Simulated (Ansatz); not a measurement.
# GeH₃NS: taking an electron away

One table from this session's results is given with a row withheld; the runs are named, their logs left out.

Method: unrestricted cation, the program's frozen cores in correlated methods; program: Ansatz 0.2.0, Gaussian basis.

Levels to be run: UKS PBE-D4/def2-TZVPP; UKS r2SCAN-D4/def2-TZVPP; UKS PBE0-D4/def2-TZVPP; UKS B3LYP-D4/def2-TZVPP; UKS wB97X-V/def2-TZVPP; UKS wB97M-V/def2-TZVPP; UKS B2PLYP/def2-TZVPP; UHF-CCSD(T)/def2-TZVPP; UHF-MP2/def2-QZVPP; extrapolation to the limit; then −ε(HOMO) from the neutral's earlier runs with LDA (SPW92), PBE-D4, revPBE-D4, BLYP-D4, r2SCAN-D4, B97M-V, PBE0-D4, B3LYP-D4, r2SCANh-D4, r2SCAN0-D4, HSE06-D4, BHLYP-D4, CAM-B3LYP-D4, LC-ωPBE, ωB97X-V, ωB97M-V.

## Structure used throughout

All runs share one geometry, relaxed beforehand with PBE0-D4 in a triple-zeta def2 set.

SMILES `[NH2][Ge][SH]`, 6 atoms, charge 0, spin multiplicity 1.

Atoms are counted from 1 here; the program's logs count them from 0.

Bond lengths: N1–Ge2 1.818 Å, N1–H4 1.008 Å, N1–H5 1.007 Å, Ge2–S3 2.255 Å, S3–H6 1.342 Å. Angles: Ge2–N1–H4 126.7°, Ge2–N1–H5 120.7°, H4–N1–H5 112.6°, N1–Ge2–S3 95.1°, Ge2–S3–H6 93.5°.

Set-up of the first run:

Input file in.yaml:

```yaml
crystal:
  periodic: [false, false, false]
  atoms:
    - {symbol: N, position_ang: [-0.871871, 0.220777, -0.866337]}
    - {symbol: Ge, position_ang: [0.221710, -1.062323, -0.187215]}
    - {symbol: S, position_ang: [1.168178, 0.278512, 1.359173]}
    - {symbol: H, position_ang: [-0.938025, 1.179620, -0.562130]}
    - {symbol: H, position_ang: [-1.499411, 0.011984, -1.625684]}
    - {symbol: H, position_ang: [1.961618, -0.692569, 1.836093]}
basis:
  gaussian: {orbitals: def2-TZVPP}
total_charge: 1
magnetization: {spin_polarized: true, initial_magnetization: 1}
hamiltonian: {xc: pbe, dispersion: d4}
```

On the command line:

```bash
$ ansatz run in.yaml --threads 4 --pin off --events-out ev --progress --plain --max-ram 10444MiB
```

Steps of the session up to this table: Cation, UKS PBE-D4/def2-TZVPP; Cation, UKS r2SCAN-D4/def2-TZVPP; Cation, UKS PBE0-D4/def2-TZVPP; Cation, UKS B3LYP-D4/def2-TZVPP; Cation, UKS wB97X-V/def2-TZVPP; Cation, UKS wB97M-V/def2-TZVPP; Cation, UKS B2PLYP (frozen core)/def2-TZVPP; Cation, UHF-CCSD(T)/def2-TZVPP; Cation, UHF-MP2/def2-QZVPP.

One table of the session follows, with a row left open; its other results are not shown here.

It belongs to the step «Ionisation energies side by side». For comparison, −ε(HOMO) of the neutral from earlier runs:

| functional | −ε(HOMO) (eV) |
| --- | --- |
| LDA (SPW92) | 6.05 |
| PBE-D4 | 5.90 |
| revPBE-D4 | 5.84 |
| BLYP-D4 | 5.76 |
| r2SCAN-D4 | ? |
| B97M-V | 6.12 |
| PBE0-D4 | 6.94 |
| B3LYP-D4 | 6.76 |
| r2SCANh-D4 | 6.54 |
| r2SCAN0-D4 | 7.12 |
| HSE06-D4 | 6.55 |
| BHLYP-D4 | 7.87 |
| CAM-B3LYP-D4 | 8.18 |
| LC-ωPBE | 9.45 |
| ωB97X-V | 9.12 |
| ωB97M-V | 9.00 |

Estimate the missing values for r2SCAN-D4.

Worked estimate for «−ε(HOMO) (eV)». Against the share of exact exchange, r2SCANh-D4 (0.1, 6.54), r2SCAN0-D4 (0.25, 7.12) give a slope of 3.87 per unit share; at 0 the line stands at 6.15.

As computed: −ε(HOMO) (eV): 6.16. In «−ε(HOMO) (eV)» the line misses by -0.01.
